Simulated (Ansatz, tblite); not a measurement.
**C₁₀H₁₀Cl₄N₂Sn: rung by rung, part 1 of 2**

How do method and basis change the picture of C₁₀H₁₀Cl₄N₂Sn (singlet)?

The runs use Ansatz 0.2.0, Gaussian basis; as each input shows.

The runs, in order: GFN1-xTB, GFN2-xTB, PBE-D4/def2-TZVP, r2SCAN-D4/def2-TZVP, LDA/def2-TZVP, LC-ωPBE/def2-TZVP, ωB97X-V/def2-TZVP, LC-ωPBE(0.10)/def2-SVP, LC-ωPBE(0.15)/def2-SVP, LC-ωPBE(0.20)/def2-SVP, LC-ωPBE(0.30)/def2-SVP, PBE-D4/def2-SVP, PBE0-D4/def2-SVP, CCSD(T)/def2-SVP, RPA/def2-SVP.

2 further runs of the same task are left out: 1 that didn't finish, 1 set aside as unsound or not needed. Runs told in other sessions of the task aren't counted.

## (1) The relaxed structure

The geometry is that of the singlet, from an earlier relaxation (PBE-D4/def2-SVP).

27 atoms, charge 0, spin multiplicity 1.

Bond lengths: Sn1–N2 2.380 Å, Sn1–Cl13 2.400 Å, Sn1–N14 2.380 Å, Sn1–Cl25 2.401 Å, Sn1–Cl26 2.451 Å, Sn1–Cl27 2.452 Å, N2–C3 1.346 Å, N2–C7 1.347 Å, C3–C4 1.400 Å, C3–H8 1.101 Å, C4–C5 1.402 Å, C4–H9 1.100 Å, C5–C6 1.403 Å, C5–H10 1.101 Å, C6–C7 1.399 Å, C6–H11 1.099 Å, C7–H12 1.101 Å, N14–C15 1.346 Å and more. Angles: N2–Sn1–Cl13 169.0°, N2–Sn1–N14 81.8°, N2–Sn1–Cl25 87.3°, N2–Sn1–Cl26 84.3°, N2–Sn1–Cl27 83.2°, Cl13–Sn1–N14 87.2°, Cl13–Sn1–Cl25 103.7°, Cl13–Sn1–Cl26 94.4°, Cl13–Sn1–Cl27 95.8°, N14–Sn1–Cl25 169.1°, N14–Sn1–Cl26 83.3°, N14–Sn1–Cl27 84.4°, Cl25–Sn1–Cl26 95.8°, Cl25–Sn1–Cl27 94.3°, Cl26–Sn1–Cl27 163.6°, Sn1–N2–C3 122.0°, Sn1–N2–C7 117.6°, C3–N2–C7 120.3° and more.

Sn takes a core potential in the def2 sets. No spin-orbit coupling is included.

PBE0-D4/def2-TZVP was run before; its log isn't repeated, and its numbers join the tables.

## (2) GFN1-xTB

Tight binding, by tblite at 300 K electronic temperature and without a spin-polarisation term:

```python
tblite.interface.Calculator('GFN1-xTB', numbers, positions, charge=0, uhf=0).singlepoint()
```

Energy -1429.1382 eV, HOMO -12.08 eV, LUMO -9.62 eV; 0.055 s.

## (3) GFN2-xTB

Tight binding, by tblite at 300 K electronic temperature and without a spin-polarisation term:

```python
tblite.interface.Calculator('GFN2-xTB', numbers, positions, charge=0, uhf=0).singlepoint()
```

Energy -1436.1008 eV, HOMO -11.06 eV, LUMO -9.22 eV; 0.069 s.

## (4) PBE-D4/def2-TZVP

start.molden holds the orbitals of an earlier run on this state, given as this run's starting guess.

in.yaml

```yaml
crystal:
  periodic: [false, false, false]
  atoms:
    - {symbol: Sn, position_ang: [-1.582162, -0.158067, -1.673878]}
    - {symbol: N, position_ang: [-1.483386, -0.047533, 0.701157]}
    - {symbol: C, position_ang: [-0.797514, 0.917529, 1.341823]}
    - {symbol: C, position_ang: [-0.773868, 0.995513, 2.738965]}
    - {symbol: C, position_ang: [-1.499915, 0.051573, 3.479528]}
    - {symbol: C, position_ang: [-2.224514, -0.937302, 2.797750]}
    - {symbol: C, position_ang: [-2.190536, -0.957455, 1.399055]}
    - {symbol: H, position_ang: [-0.290761, 1.653410, 0.697742]}
    - {symbol: H, position_ang: [-0.199654, 1.793745, 3.231060]}
    - {symbol: H, position_ang: [-1.505865, 0.089794, 4.579599]}
    - {symbol: H, position_ang: [-2.815019, -1.691304, 3.337218]}
    - {symbol: H, position_ang: [-2.726426, -1.711648, 0.801856]}
    - {symbol: Cl, position_ang: [-1.224660, -0.241922, -4.046049]}
    - {symbol: N, position_ang: [0.782332, -0.019664, -1.439404]}
    - {symbol: C, position_ang: [1.468660, -0.853803, -0.636317]}
    - {symbol: C, position_ang: [2.863312, -0.792854, -0.536395]}
    - {symbol: C, position_ang: [3.554446, 0.151928, -1.308374]}
    - {symbol: C, position_ang: [2.827388, 1.002577, -2.153863]}
    - {symbol: C, position_ang: [1.433214, 0.888812, -2.191794]}
    - {symbol: H, position_ang: [0.866910, -1.601926, -0.096525]}
    - {symbol: H, position_ang: [3.392907, -1.486449, 0.132261]}
    - {symbol: H, position_ang: [4.651844, 0.220820, -1.256045]}
    - {symbol: H, position_ang: [3.328219, 1.751386, -2.783539]}
    - {symbol: H, position_ang: [0.801173, 1.531316, -2.824270]}
    - {symbol: Cl, position_ang: [-3.969633, -0.280481, -1.454288]}
    - {symbol: Cl, position_ang: [-1.448153, 2.286455, -1.549764]}
    - {symbol: Cl, position_ang: [-1.238349, -2.554436, -1.287498]}
basis:
  gaussian: {orbitals: def2-TZVP, fitting: {mean_field: def2-universal-jkfit}, initial_orbitals: start.molden}
hamiltonian: {xc: pbe, dispersion: d4}
scf: {omitted_lower_state_checks: [starts]}
output: {orbitals: {seedname: orbitals}}
```

The run is started by

```bash
$ ansatz run in.yaml --threads 2 --pin off --events-out ev --progress --plain --max-ram 32768MiB --backend cuda --devices 0, --max-vram 18GiB
```

Log:

```text
Functional definition: PBE
  name "PBE"
  cite "Perdew, Burke & Ernzerhof, Phys. Rev. Lett. 77, 3865 (1996) doi:10.1103/PhysRevLett.77.3865"
  parent pbe
  parameter kappa = 0.804
  parameter beta = 0.06672455060314922
  exchange = pbe_x(kappa = kappa, mu = beta*pi^2/3)
  correlation = pbe_c(beta = beta)
these checks for a lower state are left out or cut short: starts
1814 factors; integrals over basis functions are off by at most 4.3e-1 eV
mean field evaluation 1: about -69408.8638 eV, gradient 2.1e1 eV
mean field evaluation 2: about -69409.2303 eV, gradient 4.6e-1 eV
mean field evaluation 4: about -69409.2285 eV, gradient 1.9e-3 eV
mean field -69409.22845328 eV, -2550.7420983931 hartree, gradient 1.1e-5 eV, S^2 0.000000; 0 other end points of the search recorded, 0 dependent functions left out
reference -69409.22852322 eV, -2550.7421009634 hartree; 87, 87 occupied and 543, 543 virtual orbitals, 1814 factors
Total energy: -69410.54977184 eV, -2550.7906559546 hartree
Checks for a lower state left out: starts
```

Wall time 14 s (1 × H100 (card shared with other runs) with 2 threads of AMD EPYC 7R13, shared host).

HOMO -6.43 eV, LUMO -3.06 eV.

## (5) r2SCAN-D4/def2-TZVP

in.yaml, as its differences from that of step 4:

```diff
@@ -32,4 +32,4 @@
   gaussian: {orbitals: def2-TZVP, fitting: {mean_field: def2-universal-jkfit}, initial_orbitals: start.molden}
-hamiltonian: {xc: pbe, dispersion: d4}
+hamiltonian: {xc: r2scan, dispersion: d4}
 scf: {omitted_lower_state_checks: [starts]}
-output: {orbitals: {seedname: orbitals}}
+output: {forces: true, orbitals: {seedname: orbitals}}
```

The command is unchanged.

Log (excerpt; [...] marks lines left out):

```text
Functional definition: r2SCAN
  name "r2SCAN"
  cite "Furness, Kaplan, Ning, Perdew & Sun, J. Phys. Chem. Lett. 11, 8208 (2020) doi:10.1021/acs.jpclett.0c02405"
  cite "Furness, Kaplan, Ning, Perdew & Sun, J. Phys. Chem. Lett. 11, 9248 (2020) doi:10.1021/acs.jpclett.0c03077"
  parent r2scan
[...]
1814 factors; integrals over basis functions are off by at most 4.3e-1 eV
[...]
mean field -69438.32822043 eV, -2551.8114951115 hartree, gradient 1.4e-5 eV, S^2 0.000000; 0 other end points of the search recorded, 0 dependent functions left out
[...]
reference -69438.32824042 eV, -2551.8114958460 hartree; 87, 87 occupied and 543, 543 virtual orbitals, 1814 factors
Total energy: -69438.71172912 eV, -2551.8255887960 hartree
Atom 0 at    -1.582162    -0.158067    -1.673878 Å, force     0.075481     0.008305     0.084280 eV/Å
[...]
Atom 18 at     1.433214     0.888812    -2.191794 Å, force     0.156270     0.008012     0.037518 eV/Å
Atom 19 at     0.866910    -1.601926    -0.096525 Å, force     0.348450     0.434082    -0.254886 eV/Å
Atom 20 at     3.392907    -1.486449     0.132261 Å, force    -0.277365     0.356637    -0.349122 eV/Å
Atom 21 at     4.651844     0.220820    -1.256045 Å, force    -0.563267    -0.036565    -0.029912 eV/Å
Atom 22 at     3.328219     1.751386    -2.783539 Å, force    -0.257178    -0.388211     0.320927 eV/Å
Atom 23 at     0.801173     1.531316    -2.824270 Å, force     0.377414    -0.361848     0.338036 eV/Å
Atom 24 at    -3.969633    -0.280481    -1.454288 Å, force     0.460719     0.032752    -0.084859 eV/Å
Atom 25 at    -1.448153     2.286455    -1.549764 Å, force    -0.109022    -0.379254    -0.054948 eV/Å
Atom 26 at    -1.238349    -2.554436    -1.287498 Å, force    -0.082969     0.360586    -0.149277 eV/Å
Dipole moment:     1.672803     0.167503     1.769548 e Å
Checks for a lower state left out: starts
```

Run time: 15 s. Hardware: 1 × H100 (card shared with other runs) with 2 threads of AMD EPYC 7R13, shared host.

From the report: HOMO -6.79 eV, LUMO -2.96 eV.

## (6) LDA/def2-TZVP

in.yaml, as its differences from that of step 5:

```diff
@@ -32,3 +32,3 @@
   gaussian: {orbitals: def2-TZVP, fitting: {mean_field: def2-universal-jkfit}, initial_orbitals: start.molden}
-hamiltonian: {xc: r2scan, dispersion: d4}
+hamiltonian: {xc: lda}
 scf: {omitted_lower_state_checks: [starts]}
```

Same command.

Log (excerpt; [...] marks lines left out):

```text
Functional definition: SPW92
  name "SPW92"
  cite "Dirac, Proc. Camb. Phil. Soc. 26, 376 (1930) doi:10.1017/S0305004100016108"
  cite "Slater, Phys. Rev. 81, 385 (1951) doi:10.1103/PhysRev.81.385"
  cite "Perdew & Wang, Phys. Rev. B 45, 13244 (1992) doi:10.1103/PhysRevB.45.13244"
[...]
1814 factors; integrals over basis functions are off by at most 4.3e-1 eV
[...]
mean field -69155.79100872 eV, -2541.4284440917 hartree, gradient 2.4e-5 eV, S^2 0.000000; 0 other end points of the search recorded, 0 dependent functions left out
[...]
reference -69155.79107324 eV, -2541.4284464628 hartree; 87, 87 occupied and 543, 543 virtual orbitals, 1814 factors
Total energy: -69155.79107324 eV, -2541.4284464628 hartree
Atom 0 at    -1.582162    -0.158067    -1.673878 Å, force     0.119096     0.012739     0.130260 eV/Å
[...]
Atom 18 at     1.433214     0.888812    -2.191794 Å, force     0.318137    -0.409552     0.428474 eV/Å
Atom 19 at     0.866910    -1.601926    -0.096525 Å, force     0.037734     0.108440    -0.082144 eV/Å
Atom 20 at     3.392907    -1.486449     0.132261 Å, force    -0.111042     0.136995    -0.136610 eV/Å
Atom 21 at     4.651844     0.220820    -1.256045 Å, force    -0.220672    -0.014896    -0.013670 eV/Å
Atom 22 at     3.328219     1.751386    -2.783539 Å, force    -0.099870    -0.149291     0.118944 eV/Å
Atom 23 at     0.801173     1.531316    -2.824270 Å, force     0.047712    -0.103652     0.098138 eV/Å
Atom 24 at    -3.969633    -0.280481    -1.454288 Å, force     0.645409     0.016744    -0.042579 eV/Å
Atom 25 at    -1.448153     2.286455    -1.549764 Å, force     0.006368    -0.574627    -0.011634 eV/Å
Atom 26 at    -1.238349    -2.554436    -1.287498 Å, force    -0.064363     0.569384    -0.052729 eV/Å
Dipole moment:     1.635976     0.163779     1.730572 e Å
Checks for a lower state left out: starts
```

It took 16 s on 1 × H100 (card shared with other runs) with 2 threads of AMD EPYC 7R13, shared host.

Report: HOMO -6.59 eV, LUMO -3.32 eV.

## (7) LC-ωPBE/def2-TZVP

in.yaml, as its differences from that of step 6:

```diff
@@ -32,4 +32,4 @@
   gaussian: {orbitals: def2-TZVP, fitting: {mean_field: def2-universal-jkfit}, initial_orbitals: start.molden}
-hamiltonian: {xc: lda}
+hamiltonian: {xc: {name: LC-wPBE}}
 scf: {omitted_lower_state_checks: [starts]}
-output: {forces: true, orbitals: {seedname: orbitals}}
+output: {orbitals: {seedname: orbitals}}
```

The command is unchanged.

Log (excerpt; [...] marks lines left out):

```text
Functional definition: LC-wPBE
  name "LC-wPBE"
  cite "Vydrov & Scuseria, J. Chem. Phys. 125, 234109 (2006) doi:10.1063/1.2409292"
  cite "Heyd & Scuseria, J. Chem. Phys. 120, 7274 (2004) doi:10.1063/1.1668634"
  cite "Ernzerhof & Perdew, J. Chem. Phys. 109, 3313 (1998) doi:10.1063/1.476928"
  cite "Perdew, Burke & Ernzerhof, Phys. Rev. Lett. 77, 3865 (1996) doi:10.1103/PhysRevLett.77.3865"
  parent pbe
[...]
1814 factors; integrals over basis functions are off by at most 4.3e-1 eV
1814 factors; integrals over basis functions are off by at most 2.0e-5 eV
[...]
mean field -69423.70338090 eV, -2551.2740421719 hartree, gradient 1.3e-5 eV, S^2 0.000000; 0 other end points of the search recorded, 0 dependent functions left out
reference -69423.70338092 eV, -2551.2740421724 hartree; 87, 87 occupied and 543, 543 virtual orbitals, 1814 factors
Total energy: -69423.70338092 eV, -2551.2740421724 hartree
Checks for a lower state left out: starts
```

Wall time 16 s (1 × H100 (card shared with other runs) with 2 threads of AMD EPYC 7R13, shared host).

HOMO -10.66 eV, LUMO -0.11 eV.

## (8) ωB97X-V/def2-TZVP

in.yaml, as its differences from that of step 7:

```diff
@@ -32,3 +32,3 @@
   gaussian: {orbitals: def2-TZVP, fitting: {mean_field: def2-universal-jkfit}, initial_orbitals: start.molden}
-hamiltonian: {xc: {name: LC-wPBE}}
+hamiltonian: {xc: {name: wB97X-V}}
 scf: {omitted_lower_state_checks: [starts]}
```

Launched as before.

Log (excerpt; [...] marks lines left out):

```text
Functional definition: wB97X-V
  name "wB97X-V"
  cite "Mardirossian & Head-Gordon, Phys. Chem. Chem. Phys. 16, 9904 (2014) doi:10.1039/C3CP54374A"
  cite "Becke, J. Chem. Phys. 107, 8554 (1997) doi:10.1063/1.475007"
  cite "Vydrov & Van Voorhis, J. Chem. Phys. 133, 244103 (2010) doi:10.1063/1.3521275"
[...]
      + integral(e_c_pw_opposite_spin*poly(b97_u_opposite, cos0, cos1)) + vv10(b, c)
[...]
1814 factors; integrals over basis functions are off by at most 4.3e-1 eV
1814 factors; integrals over basis functions are off by at most 6.5e-7 eV
[...]
mean field -69435.19642327 eV, -2551.6964036885 hartree, gradient 1.5e-5 eV, S^2 0.000000; 0 other end points of the search recorded, 0 dependent functions left out
reference -69435.19641987 eV, -2551.6964035639 hartree; 87, 87 occupied and 543, 543 virtual orbitals, 1814 factors
Total energy: -69435.19641987 eV, -2551.6964035639 hartree
Checks for a lower state left out: starts
```

Wall time 16 s (1 × H100 (card shared with other runs) with 2 threads of AMD EPYC 7R13, shared host); peak host memory 1.2 GiB.

HOMO -10.28 eV, LUMO -0.17 eV.

## (9) LC-ωPBE(0.10)/def2-SVP

in.yaml, as its differences from that of step 8:

```diff
@@ -31,4 +31,4 @@
 basis:
-  gaussian: {orbitals: def2-TZVP, fitting: {mean_field: def2-universal-jkfit}, initial_orbitals: start.molden}
-hamiltonian: {xc: {name: wB97X-V}}
+  gaussian: {orbitals: def2-SVP, initial_orbitals: start.molden}
+hamiltonian: {xc: {name: LC-wPBE, parameters: {omega: 0.1/bohr}}}
 scf: {omitted_lower_state_checks: [starts]}
```

The command is unchanged.

Log (excerpt; [...] marks lines left out):

```text
Functional definition: LC-wPBE
  name "LC-wPBE"
  cite "Vydrov & Scuseria, J. Chem. Phys. 125, 234109 (2006) doi:10.1063/1.2409292"
  cite "Heyd & Scuseria, J. Chem. Phys. 120, 7274 (2004) doi:10.1063/1.1668634"
  cite "Ernzerhof & Perdew, J. Chem. Phys. 109, 3313 (1998) doi:10.1063/1.476928"
  cite "Perdew, Burke & Ernzerhof, Phys. Rev. Lett. 77, 3865 (1996) doi:10.1103/PhysRevLett.77.3865"
  parent pbe
[...]
  with omega = 0.1/bohr from the input
[...]
3575 factors; their error is unknown
187 factors; integrals over basis functions are off by at most 2.0e-7 eV
[...]
mean field -69383.54235762 eV, -2549.7981517884 hartree, gradient 1.1e-5 eV, S^2 0.000000; 0 other end points of the search recorded, 0 dependent functions left out
reference -69383.54235781 eV, -2549.7981517954 hartree; 87, 87 occupied and 229, 229 virtual orbitals, 3575 factors
Total energy: -69383.54235781 eV, -2549.7981517954 hartree
Checks for a lower state left out: starts
```

Wall time 15 s (1 × H100 (card shared with other runs) with 2 threads of AMD EPYC 7R13, shared host); peak host memory 1.1 GiB.

HOMO -7.59 eV, LUMO -1.55 eV.

## (10) LC-ωPBE(0.15)/def2-SVP

in.yaml, as its differences from that of step 9:

```diff
@@ -32,3 +32,3 @@
   gaussian: {orbitals: def2-SVP, initial_orbitals: start.molden}
-hamiltonian: {xc: {name: LC-wPBE, parameters: {omega: 0.1/bohr}}}
+hamiltonian: {xc: {name: LC-wPBE, parameters: {omega: 0.15/bohr}}}
 scf: {omitted_lower_state_checks: [starts]}
```

The command is unchanged.

Log (excerpt; [...] marks lines left out):

```text
Functional definition: LC-wPBE
  name "LC-wPBE"
  cite "Vydrov & Scuseria, J. Chem. Phys. 125, 234109 (2006) doi:10.1063/1.2409292"
  cite "Heyd & Scuseria, J. Chem. Phys. 120, 7274 (2004) doi:10.1063/1.1668634"
  cite "Ernzerhof & Perdew, J. Chem. Phys. 109, 3313 (1998) doi:10.1063/1.476928"
  cite "Perdew, Burke & Ernzerhof, Phys. Rev. Lett. 77, 3865 (1996) doi:10.1103/PhysRevLett.77.3865"
  parent pbe
[...]
  with omega = 0.15/bohr from the input
[...]
3575 factors; their error is unknown
348 factors; integrals over basis functions are off by at most 3.5e-7 eV
[...]
mean field -69385.03375999 eV, -2549.8529598146 hartree, gradient 1.9e-5 eV, S^2 0.000000; 0 other end points of the search recorded, 0 dependent functions left out
reference -69385.03376007 eV, -2549.8529598177 hartree; 87, 87 occupied and 229, 229 virtual orbitals, 3575 factors
Total energy: -69385.03376007 eV, -2549.8529598177 hartree
Checks for a lower state left out: starts
```

Run time: 13 s. Hardware: 1 × H100 (card shared with other runs) with 2 threads of AMD EPYC 7R13, shared host.

HOMO -8.24 eV, LUMO -1.04 eV.

## (11) LC-ωPBE(0.20)/def2-SVP

in.yaml, as its differences from that of step 10:

```diff
@@ -32,3 +32,3 @@
   gaussian: {orbitals: def2-SVP, initial_orbitals: start.molden}
-hamiltonian: {xc: {name: LC-wPBE, parameters: {omega: 0.15/bohr}}}
+hamiltonian: {xc: {name: LC-wPBE, parameters: {omega: 0.2/bohr}}}
 scf: {omitted_lower_state_checks: [starts]}
```

Same command.

Log (excerpt; [...] marks lines left out):

```text
Functional definition: LC-wPBE
  name "LC-wPBE"
  cite "Vydrov & Scuseria, J. Chem. Phys. 125, 234109 (2006) doi:10.1063/1.2409292"
  cite "Heyd & Scuseria, J. Chem. Phys. 120, 7274 (2004) doi:10.1063/1.1668634"
  cite "Ernzerhof & Perdew, J. Chem. Phys. 109, 3313 (1998) doi:10.1063/1.476928"
  cite "Perdew, Burke & Ernzerhof, Phys. Rev. Lett. 77, 3865 (1996) doi:10.1103/PhysRevLett.77.3865"
  parent pbe
[...]
  with omega = 0.2/bohr from the input
[...]
3575 factors; their error is unknown
511 factors; integrals over basis functions are off by at most 1.3e-6 eV
[...]
mean field -69386.67680627 eV, -2549.9133406516 hartree, gradient 1.9e-5 eV, S^2 0.000000; 0 other end points of the search recorded, 0 dependent functions left out
reference -69386.67680631 eV, -2549.9133406533 hartree; 87, 87 occupied and 229, 229 virtual orbitals, 3575 factors
Total energy: -69386.67680631 eV, -2549.9133406533 hartree
Checks for a lower state left out: starts
```

Run time: 14 s. Hardware: 1 × H100 (card shared with other runs) with 2 threads of AMD EPYC 7R13, shared host.

Report: HOMO -8.82 eV, LUMO -0.66 eV.

## (12) LC-ωPBE(0.30)/def2-SVP

in.yaml, as its differences from that of step 11:

```diff
@@ -32,3 +32,3 @@
   gaussian: {orbitals: def2-SVP, initial_orbitals: start.molden}
-hamiltonian: {xc: {name: LC-wPBE, parameters: {omega: 0.2/bohr}}}
+hamiltonian: {xc: {name: LC-wPBE, parameters: {omega: 0.3/bohr}}}
 scf: {omitted_lower_state_checks: [starts]}
```

Launched as before.

Log (excerpt; [...] marks lines left out):

```text
Functional definition: LC-wPBE
  name "LC-wPBE"
  cite "Vydrov & Scuseria, J. Chem. Phys. 125, 234109 (2006) doi:10.1063/1.2409292"
  cite "Heyd & Scuseria, J. Chem. Phys. 120, 7274 (2004) doi:10.1063/1.1668634"
  cite "Ernzerhof & Perdew, J. Chem. Phys. 109, 3313 (1998) doi:10.1063/1.476928"
  cite "Perdew, Burke & Ernzerhof, Phys. Rev. Lett. 77, 3865 (1996) doi:10.1103/PhysRevLett.77.3865"
  parent pbe
[...]
  with omega = 0.3/bohr from the input
[...]
3575 factors; their error is unknown
756 factors; integrals over basis functions are off by at most 7.0e-6 eV
[...]
mean field -69389.78249966 eV, -2550.0274727787 hartree, gradient 1.9e-5 eV, S^2 0.000000; 0 other end points of the search recorded, 0 dependent functions left out
reference -69389.78249968 eV, -2550.0274727794 hartree; 87, 87 occupied and 229, 229 virtual orbitals, 3575 factors
Total energy: -69389.78249968 eV, -2550.0274727794 hartree
Checks for a lower state left out: starts
```

Wall time 11 s (1 × H100 (card shared with other runs) with 2 threads of AMD EPYC 7R13, shared host).

HOMO -9.76 eV, LUMO -0.22 eV.

## (13) PBE-D4/def2-SVP

in.yaml, as its differences from that of step 12:

```diff
@@ -32,3 +32,3 @@
   gaussian: {orbitals: def2-SVP, initial_orbitals: start.molden}
-hamiltonian: {xc: {name: LC-wPBE, parameters: {omega: 0.3/bohr}}}
+hamiltonian: {xc: pbe, dispersion: d4}
 scf: {omitted_lower_state_checks: [starts]}
```

Same command.

Log:

```text
Functional definition: PBE
  name "PBE"
  cite "Perdew, Burke & Ernzerhof, Phys. Rev. Lett. 77, 3865 (1996) doi:10.1103/PhysRevLett.77.3865"
  parent pbe
  parameter kappa = 0.804
  parameter beta = 0.06672455060314922
  exchange = pbe_x(kappa = kappa, mu = beta*pi^2/3)
  correlation = pbe_c(beta = beta)
these checks for a lower state are left out or cut short: starts
3575 factors; their error is unknown
mean field evaluation 1: about -69376.9911 eV, gradient 2.2e1 eV
mean field evaluation 2: about -69377.5902 eV, gradient 6.3e-1 eV
mean field evaluation 4: about -69377.3770 eV, gradient 5.3e-1 eV
mean field evaluation 8: about -69377.3776 eV, gradient 1.3e-5 eV
mean field -69377.37761517 eV, -2549.5716016820 hartree, gradient 1.3e-5 eV, S^2 0.000000; 0 other end points of the search recorded, 0 dependent functions left out
reference -69377.37767278 eV, -2549.5716037991 hartree; 87, 87 occupied and 229, 229 virtual orbitals, 3575 factors
Total energy: -69378.69892140 eV, -2549.6201587903 hartree
Checks for a lower state left out: starts
```

Wall time 8.5 s (1 × H100 (card shared with other runs) with 2 threads of AMD EPYC 7R13, shared host).

HOMO -6.11 eV, LUMO -2.95 eV.

## (14) PBE0-D4/def2-SVP

in.yaml, as its differences from that of step 13:

```diff
@@ -32,3 +32,3 @@
   gaussian: {orbitals: def2-SVP, initial_orbitals: start.molden}
-hamiltonian: {xc: pbe, dispersion: d4}
+hamiltonian: {xc: pbe0, dispersion: d4}
 scf: {omitted_lower_state_checks: [starts]}
```

Launched as before.

Log:

```text
Functional definition: PBE0
  name "PBE0"
  cite "Adamo & Barone, J. Chem. Phys. 110, 6158 (1999) doi:10.1063/1.478522"
  cite "Perdew, Burke & Ernzerhof, Phys. Rev. Lett. 77, 3865 (1996) doi:10.1103/PhysRevLett.77.3865"
  parent pbe
  parameter a = 0.25
  parameter kappa = 0.804
  parameter beta = 0.06672455060314922
  exchange = (1 - a)*pbe_x(kappa = kappa, mu = beta*pi^2/3) + a*exact_x
  correlation = pbe_c(beta = beta)
these checks for a lower state are left out or cut short: starts
3240 factors; integrals over basis functions are off by at most 1.4e-3 eV
mean field evaluation 1: about -69381.8311 eV, gradient 2.0e1 eV
mean field evaluation 2: about -69382.1709 eV, gradient 3.7e-1 eV
mean field evaluation 4: about -69382.8707 eV, gradient 3.7e-3 eV
mean field -69382.87076603 eV, -2549.7734712528 hartree, gradient 5.4e-5 eV, S^2 0.000000; 0 other end points of the search recorded, 0 dependent functions left out
reference -69382.87081148 eV, -2549.7734729227 hartree; 87, 87 occupied and 229, 229 virtual orbitals, 3240 factors
Total energy: -69384.03125694 eV, -2549.8161185072 hartree
Checks for a lower state left out: starts
```

It took 13 s on 1 × H100 (card shared with other runs) with 2 threads of AMD EPYC 7R13, shared host.

Report: HOMO -7.60 eV, LUMO -2.10 eV.

(Continued in part 2 of 2.)
